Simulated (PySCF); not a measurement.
# C3H6Sn (SMILES C#[C][SnH2][CH3]): levels of theory compared

Wanted: a comparison of 6 runs (HF/STO-3G, HF/3-21G, HF/def2-SVP, PBE/def2-SVP, PBE/def2-TZVP, MP2/def2-TZVP) of C3H6Sn. 

Program for the calculation: PySCF 2.14.0.

## Step 1: The system as given

C3H6Sn has 10 atoms, charge 0, and is taken as a singlet. SMILES: `C#[C][SnH2][CH3]`. The coordinates come from a PBE0-D4/def2-TZVP relaxation.

Bond lengths: C1–C2 1.207 Å, C2–Sn3 2.088 Å, Sn3–C4 2.133 Å, C1–H5 1.066 Å, Sn3–H6 1.706 Å, Sn3–H7 1.706 Å, C4–H8 1.090 Å, C4–H9 1.090 Å, C4–H10 1.090 Å. Some angles: C1–C2–Sn3 178.9°, C2–Sn3–C4 107.7°, C2–C1–H5 179.8°, C2–Sn3–H6 107.5°, C2–Sn3–H7 107.5°, C4–Sn3–H6 111.8°, C4–Sn3–H7 111.8°, Sn3–C4–H8 109.5°, Sn3–C4–H9 110.2°, Sn3–C4–H10 109.5°.

## Step 2: Energy and gradient at HF/STO-3G (run 1)

input.xyz reads:

```xyz
10

C      2.524000    -0.118200    -1.254200
C      1.421600     0.218900    -0.896600
Sn    -0.488000     0.769500    -0.254800
C     -1.171600    -0.724600     1.104700
H      3.498000    -0.412500    -1.572500
H     -0.356900     2.296100     0.495100
H     -1.483700     0.872400    -1.636100
H     -1.203500    -1.689500     0.599400
H     -2.169100    -0.475900     1.467200
H     -0.487700    -0.787400     1.950700
```

calc.py reads:

```python
import pyscf.grad
from pyscf import gto, scf

system = gto.M(
    atom='input.xyz',
    verbose=4,
    charge=0,
    basis='sto-3g',
    max_memory=1860,
    spin=0,
)

mf = scf.RHF(system)
mf.conv_tol = 1e-10
mf.kernel()
if not mf.converged:
    mf = mf.newton().run(mf.mo_coeff, mf.mo_occ)

e_tot = mf.e_tot
print('E = %.10f Eh' % e_tot)
grad = mf.Gradients().kernel()
mf.analyze()
```

Launch:

```console
$ OMP_NUM_THREADS=1 python calc.py
```

Output:

```text
PySCF version 2.14.0

[... 83 lines left out ...]
Two-electron Energy =                 2638.618884260295545
[... 11 lines left out ...]
MO #8   energy= -26.5984056902991  occ= 2
[... 9 lines left out ...]
MO #18  energy= -4.82064802169045  occ= 2
[... 9 lines left out ...]
MO #28  energy= -0.862629456497077 occ= 2
[... 9 lines left out ...]
MO #38  energy= 0.372375822155463  occ= 0
[... 9 lines left out ...]
MO #48  energy= 1.42786144062819   occ= 0
[... 61 lines left out ...]
Dipole moment(X, Y, Z, Debye): -0.98483,  0.25369,  0.35128
```

Wall time 3.6 s (1 thread of Arm Neoverse V2, shared host); peak memory 0.12 GiB.

## Step 3: Energy and forces at HF/3-21G (run 2)

calc.py reads:

```python
from pyscf import gto, scf

system = gto.M(
    atom='''
C    2.524000  -0.118200  -1.254200
C    1.421600   0.218900  -0.896600
Sn  -0.488000   0.769500  -0.254800
C   -1.171600  -0.724600   1.104700
H    3.498000  -0.412500  -1.572500
H   -0.356900   2.296100   0.495100
H   -1.483700   0.872400  -1.636100
H   -1.203500  -1.689500   0.599400
H   -2.169100  -0.475900   1.467200
H   -0.487700  -0.787400   1.950700
''',
    spin=0,
    basis='3-21g',
    verbose=4,
    max_memory=1860,
    charge=0,
)

calc0 = scf.RHF(system)
calc0.conv_tol = 1e-10
calc0.kernel()
if not calc0.converged:
    calc0 = calc0.newton().run(calc0.mo_coeff, calc0.mo_occ)

energy = calc0.e_tot
print('E(%s) = %.9f' % ('HF', energy))
grad = calc0.nuc_grad_method().kernel()
calc0.analyze()
```

Launch:

```console
$ OMP_NUM_THREADS=1 python calc.py
```

Output:

```text
PySCF version 2.14.0

[... 85 lines left out ...]
DFT Exchange-Correlation Energy =     -176.214516563777579
[... 15 lines left out ...]
MO #14  energy= -19.0767599993357  occ= 2
[... 13 lines left out ...]
MO #28  energy= -0.936520314815314 occ= 2
[... 13 lines left out ...]
MO #42  energy= 0.26028970812826   occ= 0
[... 13 lines left out ...]
MO #56  energy= 1.02813934605568   occ= 0
[... 13 lines left out ...]
MO #70  energy= 2.27003054123839   occ= 0
[... 83 lines left out ...]
Dipole moment(X, Y, Z, Debye): -0.30851, -0.45878,  0.46972
```

Wall time 3.6 s (1 thread of Arm Neoverse V2, shared host); peak memory 0.14 GiB.

Runs 3 to 4 aren't shown in full; the table further down has their settings and results.

## Step 4: Energy and forces at PBE/def2-TZVP (core potential) (run 5)

job.py reads:

```python
import pyscf.grad
from pyscf import gto, dft

mol = gto.M(
    atom='''
C      2.524000    -0.118200    -1.254200
C      1.421600     0.218900    -0.896600
Sn    -0.488000     0.769500    -0.254800
C     -1.171600    -0.724600     1.104700
H      3.498000    -0.412500    -1.572500
H     -0.356900     2.296100     0.495100
H     -1.483700     0.872400    -1.636100
H     -1.203500    -1.689500     0.599400
H     -2.169100    -0.475900     1.467200
H     -0.487700    -0.787400     1.950700
''',
    basis='def2-tzvp',
    max_memory=1860,
    ecp={'Sn': 'def2-svp'},
    verbose=4,
    charge=0,
)

myscf = dft.RKS(mol, xc='pbe')
myscf.conv_tol = 1e-10
myscf.grids.level = 5
myscf.kernel()
if not myscf.converged:
    myscf = myscf.newton().run(myscf.mo_coeff, myscf.mo_occ)

energy = myscf.e_tot
print('Final energy', energy)
grad = myscf.Gradients().kernel()
myscf.analyze()
```

Launch:

```console
$ OMP_NUM_THREADS=1 python job.py
```

Output:

```text
PySCF version 2.14.0

[... 131 lines left out ...]
MO #20  energy= -0.29309225242336  occ= 2
[... 31 lines left out ...]
MO #52  energy= 0.38278287112019   occ= 0
[... 31 lines left out ...]
MO #84  energy= 1.07580182091111   occ= 0
[... 31 lines left out ...]
MO #116 energy= 2.23127291452092   occ= 0
[... 31 lines left out ...]
MO #148 energy= 3.05992823865897   occ= 0
[... 32 lines left out ...]
WARN: Weak orthogonality for localized orbitals 6.866096926897694e-09
[... 193 lines left out ...]
Dipole moment(X, Y, Z, Debye): -0.58302, -0.49841,  0.64129
```

Run time: 2 min. Hardware: 1 thread of Arm Neoverse V2, shared host; peak memory 2.5 GiB.

## Step 5: Energy and forces at MP2/def2-TZVP (core potential) (run 6)

job.py reads:

```python
from pyscf import gto, scf, mp

mol = gto.Mole()
mol.atom = [
    ('C', (2.524000, -0.118200, -1.254200)),
    ('C', (1.421600, 0.218900, -0.896600)),
    ('Sn', (-0.488000, 0.769500, -0.254800)),
    ('C', (-1.171600, -0.724600, 1.104700)),
    ('H', (3.498000, -0.412500, -1.572500)),
    ('H', (-0.356900, 2.296100, 0.495100)),
    ('H', (-1.483700, 0.872400, -1.636100)),
    ('H', (-1.203500, -1.689500, 0.599400)),
    ('H', (-2.169100, -0.475900, 1.467200)),
    ('H', (-0.487700, -0.787400, 1.950700)),
]
mol.basis = 'def2-tzvp'
mol.max_memory = 1860
mol.verbose = 4
mol.ecp = {'Sn': 'def2-svp'}
mol.build()

hf = scf.RHF(mol)
hf.conv_tol = 1e-10
hf.kernel()
if not hf.converged:
    hf = hf.newton().run(hf.mo_coeff, hf.mo_occ)

pt = mp.MP2(hf, frozen=7).run()
e_final = pt.e_tot
print(f'total energy: {e_final:.8f} hartree')
grad = pt.nuc_grad_method().kernel()
hf.analyze()
```

Launch:

```console
$ OMP_NUM_THREADS=1 python job.py
```

Output:

```text
PySCF version 2.14.0

[... 114 lines left out ...]
MO #20  energy= -0.452324837278018 occ= 2
[... 31 lines left out ...]
MO #52  energy= 0.552408129318418  occ= 0
[... 31 lines left out ...]
MO #84  energy= 1.34299502574354   occ= 0
[... 31 lines left out ...]
MO #116 energy= 2.58169829918615   occ= 0
[... 31 lines left out ...]
MO #148 energy= 3.47217790411163   occ= 0
[... 32 lines left out ...]
WARN: Weak orthogonality for localized orbitals 6.866096926897694e-09
[... 193 lines left out ...]
Dipole moment(X, Y, Z, Debye): -0.49407, -0.47898,  0.58128
```

Wall time 2 min (1 thread of Arm Neoverse V2, shared host); peak memory 2.3 GiB.

## Step 6: The series

| run | level | core potential | integration grid | energy (Eh) | dipole moment (D) of the reference | HOMO energy (eV) | LUMO energy (eV) | wall time |
| --- | --- | --- | --- | --- | --- | --- | --- | --- |
| 1 | HF/STO-3G | – | – | -6078.954855 | 1.08 | -8.29 | 10.13 | 3.6 s |
| 2 | HF/3-21G | – | – | -6112.665932 | 0.73 | -10.48 | 3.69 | 3.6 s |
| 3 | HF/def2-SVP (core potential) | def2-svp | – | -330.268457 | 0.86 | -10.52 | 3.36 | 8.4 s |
| 4 | PBE/def2-SVP (core potential) | def2-svp | 5 | -331.864455 | 1.02 | -6.57 | -0.52 | 40 s |
| 5 | PBE/def2-TZVP (core potential) | def2-svp | 5 | -332.010518 | 1.00 | -6.69 | -0.79 | 2 min |
| 6 | MP2/def2-TZVP (core potential) | def2-svp | – | -331.209433 | 0.90 | -10.52 | 2.48 | 2 min |

## Step 7: Summary of results

| quantity | value |
| --- | --- |
| run 6: total energy | -331.20943 Eh |
| run 6: dipole moment (Hartree–Fock density) | 0.90 D |
| run 6: HOMO energy (Hartree–Fock orbitals) | -10.52 eV |
| run 6: LUMO energy (Hartree–Fock orbitals) | 2.48 eV |
| run 6: HOMO–LUMO gap (Hartree–Fock orbitals) | 13.01 eV |
| run 6: correlation energy (7 core orbitals frozen) | -797.0 mEh |
| run 6: largest force on an atom | 1.837 eV/Å |

In words: Over runs 1, 2, 3, 4, 5 the dipole moment (its size) runs from 0.73 D (HF/3-21G) to 1.08 D (HF/STO-3G). Over runs 1, 2, 3, 4, 5 the HOMO–LUMO gap runs from 5.91 eV (PBE/def2-TZVP) to 18.42 eV (HF/STO-3G). The two ends differ in method and basis and core potential. Some runs of one species differ in core potentials or relativity; totals across that change don't compare. In run 1 the basis is minimal, so the values are rough. In runs 1, 2 relativity is left out where basis or elements ask for it. All runs together took 4.9 min, the longest 2 min.
